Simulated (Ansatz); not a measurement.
# C3H10AlNSi: the cost of one run

Program: Ansatz 0.2.0. Level of theory: RKS B3LYP-D4/STO-3G. These are calculated values, not measurements.

**1. The system as given**

Bond lengths (14 of 16 bonds, heavy atoms first): C1–N2 1.469 Å, N2–C3 1.468 Å, C3–Al4 1.985 Å, N2–Si5 1.806 Å, Al4–Si5 2.310 Å, Si5–C6 1.872 Å, C1–H7 1.068 Å, C1–H8 1.092 Å, C1–H9 1.191 Å, C3–H10 1.148 Å, C3–H11 1.116 Å, Al4–H12 1.602 Å, Si5–H13 1.490 Å, C6–H14 1.104 Å. Angles (14 of 30 angles, heavy atoms first): C1–N2–C3 109.6°, C1–N2–Si5 114.3°, C3–N2–Si5 99.0°, N2–C3–Al4 106.3°, C3–Al4–Si5 70.7°, N2–Si5–Al4 84.0°, N2–Si5–C6 114.9°, Al4–Si5–C6 115.0°, N2–C1–H7 111.7°, N2–C1–H8 109.6°, N2–C1–H9 107.2°, N2–C3–H10 107.5°, N2–C3–H11 113.2°, Al4–C3–H10 108.5°.

Coordinates:

```xyz
16

C     0.1021   -0.6861    1.6226
N     0.9317    0.1506    0.7457
C     1.6649   -0.7016   -0.1987
Al    1.1353   -0.1028   -2.0151
Si   -0.0047    1.1422   -0.4380
C    -1.8561    0.8700   -0.4024
H     0.6962   -1.2480    2.3102
H    -0.5585   -1.3093    1.0164
H    -0.5755    0.0479    2.2708
H     2.7845   -0.4903   -0.0580
H     1.5053   -1.7920   -0.0220
H     0.5172   -0.9268   -3.2425
H     0.3270    2.5942   -0.3813
H    -2.3506    1.4456   -1.2048
H    -2.0723   -0.2388   -0.5467
H    -2.2692    1.2227    0.5880
```

**2. Relaxing the start**

The input, input.yaml:

```yaml
crystal:
  periodic: [false, false, false]
  atoms:
    - { symbol: C, position_ang: [0.1021, -0.6861, 1.6226] }
    - { symbol: "N", position_ang: [0.9317, 0.1506, 0.7457] }
    - { symbol: C, position_ang: [1.6649, -0.7016, -0.1987] }
    - { symbol: Al, position_ang: [1.1353, -0.1028, -2.0151] }
    - { symbol: Si, position_ang: [-0.0047, 1.1422, -0.438] }
    - { symbol: C, position_ang: [-1.8561, 0.87, -0.4024] }
    - { symbol: H, position_ang: [0.6962, -1.248, 2.3102] }
    - { symbol: H, position_ang: [-0.5585, -1.3093, 1.0164] }
    - { symbol: H, position_ang: [-0.5755, 0.0479, 2.2708] }
    - { symbol: H, position_ang: [2.7845, -0.4903, -0.058] }
    - { symbol: H, position_ang: [1.5053, -1.792, -0.022] }
    - { symbol: H, position_ang: [0.5172, -0.9268, -3.2425] }
    - { symbol: H, position_ang: [0.327, 2.5942, -0.3813] }
    - { symbol: H, position_ang: [-2.3506, 1.4456, -1.2048] }
    - { symbol: H, position_ang: [-2.0723, -0.2388, -0.5467] }
    - { symbol: H, position_ang: [-2.2692, 1.2227, 0.588] }
basis:
  gaussian: { orbitals: STO-3G }
hamiltonian:
  xc: b3lyp
  dispersion: d4
relax:
  f_tol: 0.02
  max_steps: 40
scf:
  lower_state_search: "off"
```

On the command line:

```console
> ansatz run input.yaml --threads 1 --pin off --max-ram 2048MiB --backend cpu --events-out ev --progress --plain --runs-dir out
```

**Question.** How long does this run take on 1 thread of Arm Neoverse V2, shared host, and how much memory does it need?

About 45 s, with a peak of 0.14 GiB.
